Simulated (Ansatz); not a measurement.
# ClH3S3Si: up Jacob's ladder to CCSD(T)

How much do the methods differ for ClH3S3Si? The plan is to run it at one geometry with functionals of several rungs and with coupled cluster, and see how far each lands from CCSD(T) at the basis-set limit for the atomisation energy.

Program: Ansatz 0.2.0, Gaussian basis. Level of theory: functionals in def2-TZVPP, the program's frozen cores in correlated methods. These are calculated values, not measurements.

Plan: LDA (SPW92), PBE-D4, revPBE-D4, BLYP-D4, r2SCAN-D4, B97M-V, PBE0-D4, B3LYP-D4, r2SCANh-D4, r2SCAN0-D4, HSE06-D4, BHLYP-D4, CAM-B3LYP-D4, LC-ωPBE, ωB97X-V, ωB97M-V, B2PLYP, PBE-QIDH; CCSD(T)/def2-SVP; CCSD(T)/def2-TZVPP; MP2/def2-QZVPP; extrapolation to the limit; RPA on PBE.

**1. The relaxed structure**

All runs share one geometry, relaxed beforehand with PBE0-D4 in a triple-zeta def2 set.

SMILES `S[Si](S)(S)Cl`, 8 atoms, charge 0, spin multiplicity 1.

Atoms are counted from 1 here; the program's logs count them from 0.

Bond lengths: S1–Si2 2.119 Å, S1–H6 1.344 Å, Si2–S3 2.119 Å, Si2–S4 2.122 Å, Si2–Cl5 2.052 Å, S3–H7 1.344 Å, S4–H8 1.345 Å. Angles: Si2–S1–H6 92.8°, S1–Si2–S3 102.5°, S1–Si2–S4 114.3°, S1–Si2–Cl5 112.1°, S3–Si2–S4 114.2°, S3–Si2–Cl5 112.1°, S4–Si2–Cl5 102.0°, Si2–S3–H7 92.8°, Si2–S4–H8 93.2°.

Coordinates:

```
S    -1.0832    1.4014    1.1766
Si    0.1431    0.2746   -0.1342
S     1.8278   -0.1603    1.0760
S    -0.8030   -1.4369   -0.9579
Cl    0.6520    1.3332   -1.8163
H    -2.0784    1.4898    0.2770
H     2.3932   -0.9284    0.1285
H    -1.0515   -1.9735    0.2503
```

**2. LDA**

This LDA is Slater exchange with PW92 correlation.

File in.yaml:

```yaml
crystal:
  periodic: [false, false, false]
  atoms:
    - {symbol: S, position_ang: [-1.083169, 1.401412, 1.176598]}
    - {symbol: Si, position_ang: [0.143098, 0.274608, -0.134231]}
    - {symbol: S, position_ang: [1.827759, -0.160269, 1.076012]}
    - {symbol: S, position_ang: [-0.802950, -1.436890, -0.957879]}
    - {symbol: Cl, position_ang: [0.651978, 1.333227, -1.816257]}
    - {symbol: H, position_ang: [-2.078378, 1.489764, 0.276963]}
    - {symbol: H, position_ang: [2.393194, -0.928375, 0.128456]}
    - {symbol: H, position_ang: [-1.051543, -1.973476, 0.250328]}
basis:
  gaussian: {orbitals: def2-TZVPP}
hamiltonian: {xc: lda}
output: {orbitals: {seedname: orbitals}}
```

Launch:

```console
$ ansatz run in.yaml --threads 4 --pin off --events-out ev --progress --plain --max-ram 10444MiB
```

Further steps of the session: PBE-D4 (GGA); revPBE-D4 (GGA); BLYP-D4 (GGA); r2SCAN-D4 (meta-GGA); B97M-V (meta-GGA); PBE0-D4 (hybrid); B3LYP-D4 (hybrid); r2SCANh-D4 (hybrid); r2SCAN0-D4 (hybrid); HSE06-D4 (hybrid); BHLYP-D4 (hybrid); CAM-B3LYP-D4 (range-separated); LC-ωPBE (range-separated); ωB97X-V (range-separated); ωB97M-V (range-separated); B2PLYP (double hybrid); PBE-QIDH (double hybrid); CCSD(T) in def2-SVP; CCSD(T) in def2-TZVPP; MP2 in def2-QZVPP; RPA on PBE orbitals.

Before running them: what should the planned runs give, taken together? Wanted: atomisation energy, CCSD(T)/CBS; farthest beyond LDA; mean size of error, GGA; mean size of error, meta-GGA; mean size of error, hybrid; mean size of error, range-separated; mean size of error, double hybrid; gap, smallest and largest; T1 diagnostic.

The runs gave:

| quantity | value |
| --- | --- |
| atomisation energy, CCSD(T)/CBS | 2481.1 kJ/mol |
| functionals within 12.4 kJ/mol (0.5 %) | PBE0-D4, r2SCANh-D4, HSE06-D4 |
| farthest beyond LDA | BHLYP-D4 (-97.4 kJ/mol) |
| mean size of error, GGA | 34.4 kJ/mol |
| mean size of error, meta-GGA | 34.4 kJ/mol |
| mean size of error, hybrid | 27.2 kJ/mol |
| mean size of error, range-separated | 40.0 kJ/mol |
| mean size of error, double hybrid | 47.9 kJ/mol |
| gap, smallest and largest | 4.55 eV (LDA (SPW92)), 11.77 eV (LC-ωPBE) |
| T1 diagnostic | 0.0110 |
| triples share of the correlation energy | 4.6 % |

The LDA atomisation energy is off by 376.9 kJ/mol (15 %): it overbinds. PBE-D4 is off by +36.6 kJ/mol. Double hybrids carry the basis error of their MP2 part in triple zeta, and no dispersion term here, so their miss is partly the set-up's. Taken by rung, hybrid functionals do best (27.2 kJ/mol on average) and double hybrid ones worst beyond LDA (47.9 kJ/mol). range-separated functionals lie within the reference's doubt of that worst mean (40.0 kJ/mol), so those two tie. The gap between the best rungs is small, so their order is not settled. Misses under about 12.4 kJ/mol are within the doubt on the reference itself, which lacks core-valence correlation, relativity and higher excitations. Hartree-Fock recovers 69 % of the binding; the rest is correlation. CCSD(T) in def2-SVP is off by -272.5 kJ/mol, which most functionals beat. The gap grows from 4.6 to 11.8 eV across the functionals, mostly with the share of exact exchange.
